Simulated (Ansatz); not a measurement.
Task: vertical spin-state energies of C3H6Sn, SMILES C1=[CH][SnH2][CH2]1, with Ansatz's Python interface. Give the script and its output. Level of theory (for the species named): r2SCAN, def2-SVP basis, multiplicity 1.

```xyz
10

C    -0.7195    1.0440    0.0017
C    -1.2245   -0.1735    0.3438
Sn    0.5643   -1.2743    0.0628
C     0.7194    0.6993   -0.3082
H    -1.2638    2.0438   -0.0782
H    -2.1970   -0.5021    0.6638
H     0.5846   -2.2851   -1.3475
H     1.3680   -1.7165    1.5926
H     0.8986    0.9008   -1.3266
H     1.3529    1.2124    0.3988
```

`spin_c3h6sn.py`:
```python
'''Gap between spin states of C3H6Sn at one geometry.'''

import warnings

import ansatz as az

BASIS_SET = 'def2-SVP'
XC = 'r2scan'

GEOMETRY = '''
C    -0.71950    1.04400    0.00170
C    -1.22450   -0.17350    0.34380
Sn    0.56430   -1.27430    0.06280
C     0.71940    0.69930   -0.30820
H    -1.26380    2.04380   -0.07820
H    -2.19700   -0.50210    0.66380
H     0.58460   -2.28510   -1.34750
H     1.36800   -1.71650    1.59260
H     0.89860    0.90080   -1.32660
H     1.35290    1.21240    0.39880
'''


def main() -> None:
    warnings.simplefilter('ignore', az.DeckWarning)

    mol = az.Crystal.molecule()
    for line in GEOMETRY.strip().splitlines():
        symbol, *xyz = line.split()
        mol = mol.atom(symbol, [float(v) for v in xyz])

    base = mol.calculation().basis(gaussian=BASIS_SET).functional(XC)
    found = {}
    for unpaired in [0, 2]:
        data = base.spin('collinear', total=unpaired).run(threads=1).report
        s = unpaired / 2
        found[unpaired] = data['free_energy_ev']
        print(f'2S+1 = {unpaired + 1}: E = {found[unpaired]:.5f} eV, <S^2> = {abs(data["mean_field"]["state"]["spin_squared"]):.3f} (pure state {s * (s + 1):.2f})')
    lowest = min(found, key=found.get)
    for unpaired, e in found.items():
        print(f'multiplicity {unpaired + 1}: {96.485332 * (e - found[lowest]):.1f} kJ/mol above the lowest')


if __name__ == '__main__':
    main()
```

```console
$ python spin_c3h6sn.py
2S+1 = 1: E = -9034.75071 eV, <S^2> = 0.000 (pure state 0.00)
2S+1 = 3: E = -9030.94321 eV, <S^2> = 2.015 (pure state 2.00)
multiplicity 1: 0.0 kJ/mol above the lowest
multiplicity 3: 367.4 kJ/mol above the lowest
```

In order: multiplicity 1 (+0.00 eV) and multiplicity 3 (+3.81 eV), all at the one geometry.

Total energies depend on the basis set; only differences at equal settings carry meaning. The geometry is a force-field or estimated start, not a minimum of this method, and the basis set is short of its limit. All parts are taken at fixed geometry, without zero-point energy. def2 sets replace the cores of elements past krypton by effective core potentials. Spin-orbit coupling, which mixes and shifts the spin states of heavy atoms, is left out. Hardware and time: 20 s on 1 thread of Intel(R) Xeon(R) Processor @ 2.30GHz (shared host), peak memory 0.32 GiB.
